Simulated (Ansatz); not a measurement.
# AlH7O3Si: search for a transition state, part 3 of 3

Ansatz 0.2.0, Gaussian basis; PBE0-D4. The steps go on from the part before.

## (8) Relaxing after a step of 0.30 Å the other way along the mode

The input, downb/in.yaml:

```yaml
crystal:
  periodic: [false, false, false]
  atoms:
    - {symbol: Al, position_ang: [0.078308, -0.974646, 0.290002]}
    - {symbol: O, position_ang: [0.665832, -1.325531, -1.309608]}
    - {symbol: O, position_ang: [1.343066, -0.782101, 1.411752]}
    - {symbol: O, position_ang: [-1.513478, -1.464074, 0.621945]}
    - {symbol: H, position_ang: [0.252244, 0.207060, -1.120354]}
    - {symbol: Si, position_ang: [-0.312445, 1.613445, -0.661808]}
    - {symbol: H, position_ang: [1.619488, -1.398974, -1.409550]}
    - {symbol: H, position_ang: [1.298111, -0.795932, 2.365600]}
    - {symbol: H, position_ang: [-1.980581, -1.445181, 1.449721]}
    - {symbol: H, position_ang: [-1.488895, 1.936081, -1.500891]}
    - {symbol: H, position_ang: [-0.747874, 1.857846, 0.768775]}
    - {symbol: H, position_ang: [0.786126, 2.572107, -0.905582]}
basis:
  gaussian: {orbitals: def2-TZVP}
hamiltonian: {xc: pbe0, dispersion: d4}
relax: {f_tol: 0.005, max_steps: 200}
```

Command:

```bash
$ ansatz run in.yaml --threads 8 --pin off --events-out ev --progress --plain --max-ram 19148MiB
```

Output:

```text
Functional definition: PBE0
  name "PBE0"
  cite "Adamo & Barone, J. Chem. Phys. 110, 6158 (1999) doi:10.1063/1.478522"
  cite "Perdew, Burke & Ernzerhof, Phys. Rev. Lett. 77, 3865 (1996) doi:10.1103/PhysRevLett.77.3865"
  parent pbe
  parameter a = 0.25
  parameter kappa = 0.804
  parameter beta = 0.06672455060314922
  exchange = (1 - a)*pbe_x(kappa = kappa, mu = beta*pi^2/3) + a*exact_x
  correlation = pbe_c(beta = beta)
1308 factors; their error is unknown
mean field evaluation 1: about -20709.0728 eV, gradient 9.4e1 eV
mean field evaluation 2: about -20676.0258 eV, gradient 1.6e2 eV
mean field evaluation 4: about -20723.0619 eV, gradient 8.0e0 eV
mean field evaluation 8: about -20723.1729 eV, gradient 3.1e-1 eV
mean field evaluation 16: about -20723.2320 eV, gradient 3.7e-4 eV
mean field -20723.23199365 eV, -761.5647290554 hartree, gradient 4.8e-5 eV, S^2 0.000000; 0 other end points of the search recorded, 0 dependent functions left out
the calculation of the forces begins
reference -20723.23203181 eV, -761.5647304578 hartree; 29, 29 occupied and 180, 180 virtual orbitals, 1308 factors
relax step   1: F+E_penalty+E_count = -20723.43635649 eV  Δ(F+E_penalty+E_count) = +0.000e0 eV  max|allowed force component| = 1.092e0 eV/Å  Δτ_max = 0.0000 Å  (28 SCF iters, accepted)
these checks for a lower state are left out or cut short: starts, cluster_reference, orbital_swaps, neighbouring_geometries, increment
1308 factors; their error is unknown
mean field -20723.59793577 eV, -761.5781771804 hartree, gradient 8.0e-6 eV, S^2 0.000000; 0 other end points of the search recorded, 0 dependent functions left out
the calculation of the forces begins
reference -20723.59797453 eV, -761.5781786049 hartree; 29, 29 occupied and 180, 180 virtual orbitals, 1308 factors
relax step   2: F+E_penalty+E_count = -20723.79973311 eV  Δ(F+E_penalty+E_count) = -3.634e-1 eV  max|allowed force component| = 1.681e0 eV/Å  Δτ_max = 0.1640 Å  (30 SCF iters, accepted)
these checks for a lower state are left out or cut short: starts, cluster_reference, orbital_swaps, neighbouring_geometries, increment
1308 factors; their error is unknown
mean field evaluation 32: about -20723.9091 eV, gradient 1.7e-5 eV
mean field -20723.90913945 eV, -761.5896137047 hartree, gradient 1.7e-5 eV, S^2 0.000000; 0 other end points of the search recorded, 0 dependent functions left out
the calculation of the forces begins
reference -20723.90917865 eV, -761.5896151451 hartree; 29, 29 occupied and 180, 180 virtual orbitals, 1308 factors
relax step   3: F+E_penalty+E_count = -20724.10774638 eV  Δ(F+E_penalty+E_count) = -3.080e-1 eV  max|allowed force component| = 7.743e-1 eV/Å  Δτ_max = 0.1947 Å  (30 SCF iters, accepted)
[... from here on, the SCF cycles and remarks between the steps are left out ...]
relax step   4: F+E_penalty+E_count = -20724.22862872 eV  Δ(F+E_penalty+E_count) = -1.209e-1 eV  max|allowed force component| = 3.590e-1 eV/Å  Δτ_max = 0.2000 Å  (29 SCF iters, accepted)
relax step   5: F+E_penalty+E_count = -20724.25765156 eV  Δ(F+E_penalty+E_count) = -2.902e-2 eV  max|allowed force component| = 2.373e-1 eV/Å  Δτ_max = 0.2000 Å  (29 SCF iters, accepted)
relax step   6: F+E_penalty+E_count = -20724.26443563 eV  Δ(F+E_penalty+E_count) = -6.784e-3 eV  max|allowed force component| = 1.395e-1 eV/Å  Δτ_max = 0.0397 Å  (31 SCF iters, accepted)
relax step   7: F+E_penalty+E_count = -20724.26942003 eV  Δ(F+E_penalty+E_count) = -4.984e-3 eV  max|allowed force component| = 1.016e-1 eV/Å  Δτ_max = 0.0522 Å  (30 SCF iters, accepted)
relax step   8: F+E_penalty+E_count = -20724.27139500 eV  Δ(F+E_penalty+E_count) = -1.975e-3 eV  max|allowed force component| = 5.159e-2 eV/Å  Δτ_max = 0.0472 Å  (30 SCF iters, accepted)
relax step   9: F+E_penalty+E_count = -20724.27267513 eV  Δ(F+E_penalty+E_count) = -1.280e-3 eV  max|allowed force component| = 4.500e-2 eV/Å  Δτ_max = 0.0445 Å  (30 SCF iters, accepted)
relax step  10: F+E_penalty+E_count = -20724.27491695 eV  Δ(F+E_penalty+E_count) = -2.242e-3 eV  max|allowed force component| = 1.240e-1 eV/Å  Δτ_max = 0.1062 Å  (30 SCF iters, accepted)
relax step  11: F+E_penalty+E_count = -20724.27742846 eV  Δ(F+E_penalty+E_count) = -2.512e-3 eV  max|allowed force component| = 1.175e-1 eV/Å  Δτ_max = 0.0815 Å  (30 SCF iters, accepted)
relax step  12: F+E_penalty+E_count = -20724.27901518 eV  Δ(F+E_penalty+E_count) = -1.587e-3 eV  max|allowed force component| = 2.431e-1 eV/Å  Δτ_max = 0.1618 Å  (29 SCF iters, accepted)
relax step  13: F+E_penalty+E_count = -20724.28457903 eV  Δ(F+E_penalty+E_count) = -5.564e-3 eV  max|allowed force component| = 1.632e-1 eV/Å  Δτ_max = 0.0597 Å  (30 SCF iters, accepted)
relax step  14: F+E_penalty+E_count = -20724.27869770 eV  Δ(F+E_penalty+E_count) = +5.881e-3 eV  max|allowed force component| = 1.930e-1 eV/Å  Δτ_max = 0.1821 Å  (36 SCF iters, rejected (line search))
relax step  15: F+E_penalty+E_count = -20724.29071335 eV  Δ(F+E_penalty+E_count) = -6.134e-3 eV  max|allowed force component| = 2.225e-1 eV/Å  Δτ_max = 0.0888 Å  (30 SCF iters, accepted)
relax step  16: F+E_penalty+E_count = -20724.29434173 eV  Δ(F+E_penalty+E_count) = -3.628e-3 eV  max|allowed force component| = 3.136e-2 eV/Å  Δτ_max = 0.1000 Å  (30 SCF iters, accepted)
relax step  17: F+E_penalty+E_count = -20724.29374372 eV  Δ(F+E_penalty+E_count) = +5.980e-4 eV  max|allowed force component| = 1.951e-1 eV/Å  Δτ_max = 0.0696 Å  (30 SCF iters, rejected (line search))
relax step  18: F+E_penalty+E_count = -20724.29515632 eV  Δ(F+E_penalty+E_count) = -8.146e-4 eV  max|allowed force component| = 7.849e-2 eV/Å  Δτ_max = 0.0343 Å  (29 SCF iters, accepted)
relax step  19: F+E_penalty+E_count = -20724.29474407 eV  Δ(F+E_penalty+E_count) = +4.123e-4 eV  max|allowed force component| = 2.718e-1 eV/Å  Δτ_max = 0.0732 Å  (30 SCF iters, rejected (line search))
relax step  20: F+E_penalty+E_count = -20724.29591618 eV  Δ(F+E_penalty+E_count) = -7.599e-4 eV  max|allowed force component| = 2.291e-2 eV/Å  Δτ_max = 0.0354 Å  (30 SCF iters, accepted)
relax step  21: F+E_penalty+E_count = -20724.29645944 eV  Δ(F+E_penalty+E_count) = -5.433e-4 eV  max|allowed force component| = 2.451e-2 eV/Å  Δτ_max = 0.0367 Å  (31 SCF iters, accepted)
relax step  22: F+E_penalty+E_count = -20724.29703937 eV  Δ(F+E_penalty+E_count) = -5.799e-4 eV  max|allowed force component| = 3.085e-2 eV/Å  Δτ_max = 0.0547 Å  (30 SCF iters, accepted)
relax step  23: F+E_penalty+E_count = -20724.29729680 eV  Δ(F+E_penalty+E_count) = -2.574e-4 eV  max|allowed force component| = 8.050e-2 eV/Å  Δτ_max = 0.0793 Å  (30 SCF iters, accepted)
relax step  24: F+E_penalty+E_count = -20724.29786769 eV  Δ(F+E_penalty+E_count) = -5.709e-4 eV  max|allowed force component| = 5.815e-2 eV/Å  Δτ_max = 0.0178 Å  (32 SCF iters, accepted)
relax step  25: F+E_penalty+E_count = -20724.29822271 eV  Δ(F+E_penalty+E_count) = -3.550e-4 eV  max|allowed force component| = 5.767e-2 eV/Å  Δτ_max = 0.0394 Å  (30 SCF iters, accepted)
relax step  26: F+E_penalty+E_count = -20724.29904073 eV  Δ(F+E_penalty+E_count) = -8.180e-4 eV  max|allowed force component| = 2.219e-2 eV/Å  Δτ_max = 0.0312 Å  (31 SCF iters, accepted)
relax step  27: F+E_penalty+E_count = -20724.29966919 eV  Δ(F+E_penalty+E_count) = -6.285e-4 eV  max|allowed force component| = 5.800e-2 eV/Å  Δτ_max = 0.0778 Å  (30 SCF iters, accepted)
relax step  28: F+E_penalty+E_count = -20724.30029435 eV  Δ(F+E_penalty+E_count) = -6.252e-4 eV  max|allowed force component| = 5.424e-2 eV/Å  Δτ_max = 0.0398 Å  (31 SCF iters, accepted)
relax step  29: F+E_penalty+E_count = -20724.30129173 eV  Δ(F+E_penalty+E_count) = -9.974e-4 eV  max|allowed force component| = 7.818e-2 eV/Å  Δτ_max = 0.0928 Å  (30 SCF iters, accepted)
relax step  30: F+E_penalty+E_count = -20724.30181965 eV  Δ(F+E_penalty+E_count) = -5.279e-4 eV  max|allowed force component| = 6.062e-2 eV/Å  Δτ_max = 0.0438 Å  (30 SCF iters, accepted)
relax step  31: F+E_penalty+E_count = -20724.30235014 eV  Δ(F+E_penalty+E_count) = -5.305e-4 eV  max|allowed force component| = 5.994e-2 eV/Å  Δτ_max = 0.0580 Å  (30 SCF iters, accepted)
relax step  32: F+E_penalty+E_count = -20724.30270066 eV  Δ(F+E_penalty+E_count) = -3.505e-4 eV  max|allowed force component| = 5.085e-2 eV/Å  Δτ_max = 0.0443 Å  (30 SCF iters, accepted)
relax step  33: F+E_penalty+E_count = -20724.30309140 eV  Δ(F+E_penalty+E_count) = -3.907e-4 eV  max|allowed force component| = 2.974e-2 eV/Å  Δτ_max = 0.0210 Å  (31 SCF iters, accepted)
relax step  34: F+E_penalty+E_count = -20724.30321926 eV  Δ(F+E_penalty+E_count) = -1.279e-4 eV  max|allowed force component| = 1.345e-2 eV/Å  Δτ_max = 0.0173 Å  (31 SCF iters, accepted)
relax step  35: F+E_penalty+E_count = -20724.30324924 eV  Δ(F+E_penalty+E_count) = -2.999e-5 eV  max|allowed force component| = 5.922e-3 eV/Å  Δτ_max = 0.0106 Å  (32 SCF iters, accepted)
these checks for a lower state are left out or cut short: starts, cluster_reference, orbital_swaps, neighbouring_geometries, increment
1308 factors; their error is unknown
mean field -20724.10281409 eV, -761.5967311163 hartree, gradient 1.3e-5 eV, S^2 0.000000; 0 other end points of the search recorded, 0 dependent functions left out
the calculation of the forces begins
reference -20724.10285274 eV, -761.5967325368 hartree; 29, 29 occupied and 180, 180 virtual orbitals, 1308 factors
relax step  36: F+E_penalty+E_count = -20724.30326430 eV  Δ(F+E_penalty+E_count) = -1.506e-5 eV  max|allowed force component| = 3.707e-3 eV/Å  Δτ_max = 0.0075 Å  (32 SCF iters, accepted)
1308 factors; their error is unknown
mean field -20724.10281409 eV, -761.5967311163 hartree, gradient 7.0e-5 eV, S^2 0.000000; 1 other end points of the search recorded, 0 dependent functions left out
the calculation of the forces begins
reference -20724.10285274 eV, -761.5967325368 hartree; 29, 29 occupied and 180, 180 virtual orbitals, 1308 factors
Total energy: -20724.30330295 eV, -761.6040989463 hartree
Atom 0 at     0.270526    -1.174498     0.192553 Å, force    -0.003707     0.000992     0.002770 eV/Å
Atom 1 at     0.626697    -1.655335    -1.390212 Å, force     0.002632     0.000219    -0.000784 eV/Å
Atom 2 at     1.470828    -1.335592     1.381104 Å, force    -0.000836     0.000180     0.000096 eV/Å
Atom 3 at    -1.372967    -0.880253     0.526498 Å, force     0.002665    -0.003042    -0.000695 eV/Å
Atom 4 at     0.637890     0.859867    -0.137060 Å, force    -0.000382     0.000691    -0.000032 eV/Å
Atom 5 at    -0.470376     1.786524    -0.565812 Å, force    -0.001882    -0.001099    -0.001991 eV/Å
Atom 6 at     1.509304    -1.928715    -1.633042 Å, force    -0.001171    -0.000806    -0.002436 eV/Å
Atom 7 at     1.361614    -1.111099     2.301867 Å, force     0.002314    -0.000432     0.002282 eV/Å
Atom 8 at    -1.735086    -0.848799     1.409028 Å, force    -0.001161     0.002313    -0.000650 eV/Å
Atom 9 at    -1.303905     1.141291    -1.597794 Å, force     0.000709     0.001131     0.000141 eV/Å
Atom 10 at    -1.235302     2.181561     0.637197 Å, force     0.000575    -0.000043     0.000948 eV/Å
Atom 11 at     0.240679     2.965148    -1.124325 Å, force     0.000244    -0.000103     0.000350 eV/Å
Dipole moment:     0.022337     0.310971     0.436222 e Å
```

It took 81 s on 8 threads of Arm Neoverse V1, shared host.

Along the way: (not every step is listed)

| step | energy from step 1 (eV) | largest force component (eV/Å) |
| --- | --- | --- |
| 1 | 0.0000 | 1.0924 |
| 2 | -0.3634 | 1.6808 |
| 3 | -0.6714 | 0.7743 |
| 4 | -0.7923 | 0.3590 |
| 5 | -0.8213 | 0.2373 |
| 6 | -0.8281 | 0.1395 |
| 7 | -0.8331 | 0.1016 |
| 8 | -0.8350 | 0.0516 |
| 9 | -0.8363 | 0.0450 |
| 11 | -0.8411 | 0.1175 |
| 13 | -0.8482 | 0.1632 |
| 15 | -0.8544 | 0.2225 |
| 17 | -0.8574 | 0.1951 |
| 19 | -0.8584 | 0.2718 |
| 21 | -0.8601 | 0.0245 |
| 23 | -0.8609 | 0.0805 |
| 25 | -0.8619 | 0.0577 |
| 27 | -0.8633 | 0.0580 |
| 29 | -0.8649 | 0.0782 |
| 31 | -0.8660 | 0.0599 |
| 32 | -0.8663 | 0.0509 |
| 33 | -0.8667 | 0.0297 |
| 34 | -0.8669 | 0.0135 |
| 35 | -0.8669 | 0.0059 |
| 36 | -0.8669 | 0.0037 |

Close pairs (by a distance rule), those that changed most:

| bond | before (Å) | after (Å) | change (Å) |
| --- | --- | --- | --- |
| Al1–Si6 | 2.785 | 3.145 | +0.360 |
| Al1–H5 | 1.848 | 2.093 | +0.245 |
| H5–Si6 | 1.583 | 1.507 | -0.076 |
| Al1–O2 | 1.740 | 1.692 | -0.048 |
| Si6–H11 | 1.515 | 1.479 | -0.036 |
| Si6–H12 | 1.478 | 1.485 | +0.007 |
| O2–H7 | 0.962 | 0.955 | -0.006 |
| Si6–H10 | 1.481 | 1.475 | -0.005 |

## (9) The three structures

| pair | start side (Å) | saddle (Å) | end side (Å) |
| --- | --- | --- | --- |
| Al1–Si6 | 3.145 | 2.670 | 2.462 |
| O2–H5 | 2.810 | 1.237 | 0.964 |
| Al1–O2 | 1.692 | 1.817 | 1.995 |
| H5–Si6 | 1.507 | 1.911 | 3.271 |

## (10) Outcome

This closing draws on all 3 parts.

| quantity | value |
| --- | --- |
| imaginary mode | 1179i cm⁻¹ |
| barrier from the start side | 128.5 kJ/mol |
| barrier from the end side | 87.7 kJ/mol |
| energy of the step | +40.8 kJ/mol |
| pairs that change | Al1–Si6 formed, O2–H5 formed, Al1–O2 loosened, H5–Si6 broken |
| zero-point energy at the saddle | 1.940 eV |

What this shows: The point has a single imaginary mode (1179i cm⁻¹), as a transition state must. It joins the planned start and end. A bond meant to break is only loosened at the end: the products stay bound as an adduct. At PBE0-D4/def2-TZVP the electronic barrier is 128.5 kJ/mol, about 52 kT at 298 K, and the step runs 40.8 kJ/mol uphill. With so stiff a mode tunnelling counts: Wigner's rough correction is a factor of 2.3 at 298 K. A step off the saddle overshot and began above it in energy, so the link to its end is likely but not proven. Lower complexes than these ends may exist.
